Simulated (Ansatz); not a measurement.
Which YAML input does this script hand to the engine? (Ansatz's Python interface)

Script `run_bands.py`:
```python
'''Band structure of Cs2LiLaCl6.'''

import warnings

import ansatz as az
import numpy as np


def main() -> None:
    warnings.simplefilter('ignore', az.DeckWarning)

    crystal = (
        az.Lattice.of((0.0, 5.42738, 5.42738), (5.42738, 0.0, 5.42738), (5.42738, 5.42738, 0.0))
        .atom('Cs', (0.75, 0.75, 0.75))
        .atom('Cs', (0.25, 0.25, 0.25))
        .atom('Li', (0.5, 0.5, 0.5))
        .atom('La', (0.0, 0.0, 0.0))
        .atom('Cl', (0.74384, 0.25616, 0.25616))
        .atom('Cl', (0.25616, 0.25616, 0.74384))
        .atom('Cl', (0.25616, 0.74384, 0.74384))
        .atom('Cl', (0.25616, 0.74384, 0.25616))
        .atom('Cl', (0.74384, 0.25616, 0.74384))
        .atom('Cl', (0.74384, 0.74384, 0.25616))
    )

    # vertices of the path, as fractions of the reciprocal vectors
    path = [
        ('K', (0.375, 0.375, 0.75)),
        ('G', (0.0, 0.0, 0.0)),
        ('L', (0.5, 0.5, 0.5)),
        ('W', (0.5, 0.25, 0.75)),
        ('X', (0.5, 0.0, 0.5)),
    ]
    base = (
        crystal.calculation()
        .functional('lda')
        .pseudopotentials('paw')
        .basis(18 * az.Ha)
        .kpoints(density=2.8)
        .occupations('fixed')
        .band_structure([point for _, point in path], intervals=8)
        .scf(extra_bands=8)
        .band_table()
    )
    out = base.run(threads=1, backend='cpu')
    summary = out.report

    print('%-22s %14.5f eV' % ('F = E - TS', summary['free_energy_ev']))
    print('%-22s %14.5f eV' % ('E', summary['internal_energy_ev']))
    print('%-22s %14.5f eV' % ('Harris-Foulkes', summary['harris_foulkes_ev']))
    print('%-22s %14.5f eV' % ('Fermi level', summary['fermi_energy_ev']))

    # direct or indirect, as far as the mesh can tell
    levels = np.array(summary['eigenvalues_ev'])
    filled = round(summary['n_electrons'] / 2)
    top, bottom = levels[:, filled - 1], levels[:, filled]
    print('top of band', filled, 'at k =', summary['kpoints_frac'][top.argmax()], f'{top.max():.4f} eV')
    print('bottom of band', filled + 1, 'at k =', summary['kpoints_frac'][bottom.argmin()], f'{bottom.min():.4f} eV')
    print(f'gap by band count {bottom.min() - top.max():.3f} eV, least direct gap {(bottom - top).min():.3f} eV')

    bands = out.band_structure()
    fermi = bands.fermi_energy_ev
    print(f'zero of the bands: {fermi:.3f} eV, the Fermi level found on the SCF mesh')
    levels = bands.channels[0].eigenvalues_ev - fermi
    filled = round(summary['n_electrons']) // 2
    valence, conduction = levels[:, filled - 1], levels[:, filled]
    print('k (fractions)              top valence  bottom conduction (eV)')
    for k, lo, hi in zip(bands.kpoints_frac, valence, conduction):
        print(f'{k[0]:7.3f} {k[1]:7.3f} {k[2]:7.3f} {lo:12.3f} {hi:13.3f}')
    print(f'on this path: least direct gap {np.min(conduction - valence):.3f} eV, least gap {conduction.min() - valence.max():.3f} eV')


if __name__ == '__main__':
    main()
```

Output of `python run_bands.py`:
```text
F = E - TS               -23573.17984 eV
E                        -23573.17984 eV
Harris-Foulkes           -23573.17984 eV
Fermi level                   1.69447 eV
top of band 37 at k = [0.0, 0.0, 0.0] 1.6945 eV
bottom of band 38 at k = [0.0, 0.0, 0.0] 6.0845 eV
gap by band count 4.390 eV, least direct gap 4.390 eV
zero of the bands: 1.694 eV, the Fermi level found on the SCF mesh
k (fractions)              top valence  bottom conduction (eV)
  0.375   0.375   0.750       -0.108         4.407
  0.328   0.328   0.656       -0.182         4.406
  0.281   0.281   0.562       -0.253         4.405
  0.234   0.234   0.469       -0.176         4.403
  0.187   0.187   0.375       -0.112         4.400
  0.141   0.141   0.281       -0.063         4.396
  0.094   0.094   0.187       -0.028         4.393
  0.047   0.047   0.094       -0.007         4.391
  0.000   0.000   0.000        0.000         4.390
  0.062   0.062   0.062       -0.006         4.391
  0.125   0.125   0.125       -0.023         4.392
  0.187   0.187   0.187       -0.052         4.394
  0.250   0.250   0.250       -0.089         4.397
  0.312   0.312   0.312       -0.133         4.399
  0.375   0.375   0.375       -0.183         4.400
  0.437   0.437   0.437       -0.236         4.401
  0.500   0.500   0.500       -0.280         4.402
  0.500   0.469   0.531       -0.272         4.402
  0.500   0.437   0.562       -0.263         4.403
  0.500   0.406   0.594       -0.253         4.404
  0.500   0.375   0.625       -0.240         4.405
  0.500   0.344   0.656       -0.228         4.406
  0.500   0.312   0.687       -0.218         4.407
  0.500   0.281   0.719       -0.212         4.408
  0.500   0.250   0.750       -0.210         4.408
  0.500   0.219   0.719       -0.165         4.408
  0.500   0.187   0.687       -0.126         4.408
  0.500   0.156   0.656       -0.092         4.408
  0.500   0.125   0.625       -0.064         4.407
  0.500   0.094   0.594       -0.042         4.407
  0.500   0.062   0.562       -0.027         4.407
  0.500   0.031   0.531       -0.017         4.407
  0.500   0.000   0.500       -0.014         4.407
on this path: least direct gap 4.390 eV, least gap 4.390 eV
```

`input.yaml`:
```yaml
crystal:
  lattice:
    - [0.0, 5.42738, 5.42738]
    - [5.42738, 0.0, 5.42738]
    - [5.42738, 5.42738, 0.0]
  atoms:
    - { symbol: Cs, position: [0.75, 0.75, 0.75] }
    - { symbol: Cs, position: [0.25, 0.25, 0.25] }
    - { symbol: Li, position: [0.5, 0.5, 0.5] }
    - { symbol: La, position: [0.0, 0.0, 0.0] }
    - { symbol: Cl, position: [0.74384, 0.25616, 0.25616] }
    - { symbol: Cl, position: [0.25616, 0.25616, 0.74384] }
    - { symbol: Cl, position: [0.25616, 0.74384, 0.74384] }
    - { symbol: Cl, position: [0.25616, 0.74384, 0.25616] }
    - { symbol: Cl, position: [0.74384, 0.25616, 0.74384] }
    - { symbol: Cl, position: [0.74384, 0.74384, 0.25616] }
basis:
  ecutwfc: 489.8049524278
kpoints:
  mp_grid: { kspacing: 0.3571428571429 }
  band_path:
    path:
      - [0.375, 0.375, 0.75]
      - [0.0, 0.0, 0.0]
      - [0.5, 0.5, 0.5]
      - [0.5, 0.25, 0.75]
      - [0.5, 0.0, 0.5]
    npoints: 8
hamiltonian:
  xc: lda
  pseudopotentials: { kind: paw }
scf:
  n_extra_bands: 8
  occupations: { method: fixed }
output:
  eigenvalues: true
```

Launched from the shell:
```console
$ ansatz run input.yaml --threads 1 --pin off --max-ram 3072MiB --backend cpu --events-out ev --progress --plain --runs-dir out
scf.n_extra_bands = 8 over 37 filled bands (N_el = 74.0): the run solves 45 bands
Engine: ansatz 0.2.0, aarch64-unknown-linux-gnu
Pseudopotentials: kind: paw
Pseudopotential: Cs, paw, valence charge 9, recommended cutoff 420 eV (normal), Cs.paw.azcp
Pseudopotential: Li, paw, valence charge 3, recommended cutoff 420 eV (normal), Li.paw.azcp
Pseudopotential: La, paw, valence charge 11, recommended cutoff 420 eV (normal), La.paw.azcp
Pseudopotential: Cl, paw, valence charge 7, recommended cutoff 420 eV (normal), Cl.paw.azcp
Functional definition: SPW92
  exchange = slater_x
  correlation = pw_c
Crystal: 10 atoms, lattice volume = 319.743 Å³
Basis set: ecut = 489.8049524278 eV, 7799 PW (Γ)
Bands: 45, of which v1, the nominal top of the filled ones, is band 37 counted from 1 (36 counted from 0)
Symmetry: 48 space group operations
Space group: Fm-3m (ITA 225), of the structure as read, at distance tolerance 6.8e-5 Å
k-points: 4 of 27
Non-local potential: Cs, projectors of the file, l = 0: 3, l = 1: 2, l = 2: 2, l = 3: 2
Non-local potential: Li, projectors of the file, l = 0: 3, l = 1: 2, l = 2: 1
Non-local potential: La, projectors of the file, l = 0: 3, l = 1: 2, l = 2: 2, l = 3: 3
Non-local potential: Cl, projectors of the file, l = 0: 2, l = 1: 2, l = 2: 2
PAW form: soft (Blöchl's): semilocal exchange-correlation on the pseudo side does not see the compensation charge
PAW frozen core: Cs, regenerated for the run's functional, and the local potential with it (the file was generated under x = pbe(κ = 0.804, μ = 0.2195149727645171), c = pbe(β = 0.06672455060314922))
PAW frozen core: La, regenerated for the run's functional, and the local potential with it (the file was generated under x = pbe(κ = 0.804, μ = 0.2195149727645171), c = pbe(β = 0.06672455060314922))
PAW frozen core: Cl, regenerated for the run's functional, and the local potential with it (the file was generated under x = pbe(κ = 0.804, μ = 0.2195149727645171), c = pbe(β = 0.06672455060314922))
PAW one-centre angular grid: Cs, 194 points (default); XC on 64 Gauss nodes
PAW one-centre angular grid: Li, 110 points (default); XC on 64 Gauss nodes
PAW one-centre angular grid: La, 590 points (default); XC on 64 Gauss nodes
PAW one-centre angular grid: Cl, 110 points (default); XC on 64 Gauss nodes
Initial density: superposition of atomic densities (neutral atoms: chi_scale 0, normalization atom), corrected by the library's trained network
Initial wavefunctions: pseudopotential atomic-orbital guess
Functional: x = slater, c = lda
SCF iter   1: F=—  HF=-23573.216241 eV  |F-HF|=—  |Δ(HF+E_count)|=         —  Δρ=5.58e-3  dr2=1.14e-1  ethr=1.77e-3  ⟨swp⟩=4.8  Hψ=574  notcnv=0  defer=5
preconditioner: auto → Resta (q_TF=auto, 2.138 Å⁻¹)  ε∞=4.1  [insulator: Δε(μ)=4.155 eV  Ē_g=9.531 eV  n_scr=58 (ndim 8)  ℏωp=16.9 eV  f_vac=0.028  ε∞_Penn≈4.1]
SCF iter   2: F=—  HF=-23573.186147 eV  |F-HF|=—  |Δ(HF+E_count)|=   3.01e-2  Δρ=2.72e-3  dr2=2.13e-2  ethr=1.54e-4  ⟨swp⟩=3.0  Hψ=327  notcnv=0  defer=17
SCF iter   3: F=—  HF=-23573.179921 eV  |F-HF|=—  |Δ(HF+E_count)|=   6.23e-3  Δρ=7.67e-4  dr2=2.09e-3  ethr=2.87e-5  ⟨swp⟩=2.5  Hψ=344  notcnv=0  defer=14
SCF iter   4: F=—  HF=-23573.179569 eV  |F-HF|=—  |Δ(HF+E_count)|=   3.52e-4  Δρ=1.49e-4  dr2=1.12e-4  ethr=2.82e-6  ⟨swp⟩=2.0  Hψ=250  notcnv=0  defer=20
SCF iter   5: F=—  HF=-23573.179585 eV  |F-HF|=—  |Δ(HF+E_count)|=   1.66e-5  Δρ=3.84e-5  dr2=9.00e-6  ethr=1.51e-7  ⟨swp⟩=2.2  Hψ=298  notcnv=0  defer=4
SCF iter   6: F=—  HF=-23573.179837 eV  |F-HF|=—  |Δ(HF+E_count)|=   2.52e-4  Δρ=9.59e-6  dr2=6.41e-7  ethr=1.22e-8  ⟨swp⟩=2.0  Hψ=280  notcnv=0  defer=4
SCF iter   7: F=-23573.179837 eV  HF=-23573.179837 eV  |F-HF|=6.83e-9  |Δ(HF+E_count)|=   4.13e-8  Δρ=2.34e-6  dr2=3.27e-8  ethr=1.35e-10  ⟨swp⟩=12.0  Hψ=771  notcnv=0
SCF 1 converged in 7 iterations: F = -23573.179837 eV  dr2 = 3.27e-8
  greatest PAW one-centre occupation: 1.000 electrons in one spin orbital (limit 2), on the Li atom at site 2 (counted from 0), in its partial waves of l = 0
NSCF: frozen V_eff on 33 k-points
SCF converged after 7 iterations
Free energy (F): -23573.179837 eV
Harris-Foulkes:  -23573.179837 eV  (|F-HF|=6.83e-9)
Internal energy: -23573.179837 eV  (E = F + TS)
E sigma→0 (E₀):  -23573.179837 eV
Fermi energy:    1.694471 eV
--- Per-component energies (eV) ---
  E_band       = -433.678238
  E_kinetic    = 1459.747217
  E_local      = -2707.921200  (includes V_loc(G=0)·N_el)
  E_nonlocal   = 313.468375
  E_hartree    = 878.646128
  E_xc         = -1128.329305
  E_vxc        = -1140.947550  (∫ρ·V_xc dr)
  E_paw        = -18820.509831  (= ΣΔE_a)
  E_vpaw       = -115.318215  (= ΣTr[D̂ρ^β])
  E_aug_tail   = 0.000213  (compensation charges beyond the density's cutoff)
  E_ewald      = -3570.288213
  E_core_change = 2.006779  (= ΣΔE_core)
  E_smearing   = -0.000000  (= −TS)
  E_closure    = 0.000000  (closes the sum)
  Σ components = -23573.179837   (vs F -23573.179837, Δ=0.00e0)
--- Band table (eV) ---
  k-point 0: bands = ["-41.0182", "-28.5577", "-17.3500", "-17.3398", "-12.7489", "-12.7489", "-12.7489", "-10.9905", "-10.7121", "-10.7121", "-10.2184", "-10.2184", "-10.2184", "-4.2238", "-4.2238", "-4.2238", "-4.1142", "-4.1142", "-4.1142", "-0.6853", "0.3355", "0.3355", "0.3355", "0.3366", "0.3366", "0.3845", "0.3845", "0.3845", "1.1446", "1.1446", "1.1446", "1.4273", "1.4273", "1.4273", "1.6945", "1.6945", "1.6945", "6.0845", "6.1729", "6.1729", "6.1729", "6.2599", "6.2599", "6.2599", "6.6318"]
  k-point 1: bands = ["-41.0182", "-28.5577", "-17.3472", "-17.3421", "-12.7623", "-12.7441", "-12.7441", "-10.8959", "-10.7733", "-10.7733", "-10.3242", "-10.1574", "-10.1574", "-4.1770", "-4.1770", "-4.1222", "-4.1218", "-4.1218", "-4.0720", "-0.4132", "-0.1022", "-0.1022", "0.0925", "0.3468", "0.4620", "0.4620", "0.8379", "0.8379", "0.8637", "0.9963", "0.9963", "1.2704", "1.4020", "1.4020", "1.4817", "1.4817", "1.5449", "6.0939", "6.1566", "6.1566", "6.1860", "6.2100", "6.2739", "6.2739", "6.7984"]
  k-point 2: bands = ["-41.0182", "-28.5577", "-17.3472", "-17.3419", "-12.7508", "-12.7508", "-12.7500", "-10.9276", "-10.8027", "-10.7091", "-10.2224", "-10.2224", "-10.2030", "-4.1657", "-4.1657", "-4.1012", "-4.0944", "-4.0944", "-4.0937", "-0.5767", "-0.0820", "0.0652", "0.3309", "0.3632", "0.3632", "0.6167", "0.6167", "0.8419", "0.9889", "0.9889", "1.0046", "1.0186", "1.2272", "1.2272", "1.3904", "1.3904", "1.6838", "6.0980", "6.1582", "6.1582", "6.1783", "6.2125", "6.2597", "6.2597", "6.7575"]
  k-point 3: bands = ["-41.0182", "-28.5577", "-17.3445", "-17.3444", "-12.7573", "-12.7506", "-12.7450", "-10.8736", "-10.8081", "-10.7721", "-10.2581", "-10.2201", "-10.1591", "-4.1377", "-4.1219", "-4.1176", "-4.1069", "-4.0823", "-4.0726", "-0.4775", "-0.1006", "-0.0889", "0.2293", "0.2467", "0.5802", "0.6252", "0.6529", "0.8807", "0.9245", "0.9729", "1.0079", "1.0311", "1.0816", "1.3374", "1.3405", "1.3479", "1.5209", "6.1010", "6.1557", "6.1680", "6.1719", "6.2175", "6.2239", "6.2714", "6.9031"]
```

Total energies depend on the potentials; only differences at equal settings carry meaning. A total without «per atom» is that of the cell as typed. Along an axis with an odd division the mesh misses the point at one half; a gap read on a finite mesh is an upper bound on this functional's gap. Semilocal gaps usually lie well under measured ones. The computed bands are complete only to about 4.9 eV above the Fermi level. With fixed filling the reported Fermi level is the top filled level among the k-points of the SCF. Only differences from the Fermi energy are physical; the zero of the scale is a convention. Semilocal functionals put the empty 4f levels of La too low, which can move the conduction edge. The structure comes from a database of computed cells and needn't be a stable or known phase. Gaps and levels are Kohn-Sham values on a finite set of k-points, without spin-orbit coupling. It ran for 16 s on 1 thread of Arm Neoverse V2, with other jobs on the host, peak memory 0.71 GiB.

(Lines on the test bed's own set-up are left out of the output.)
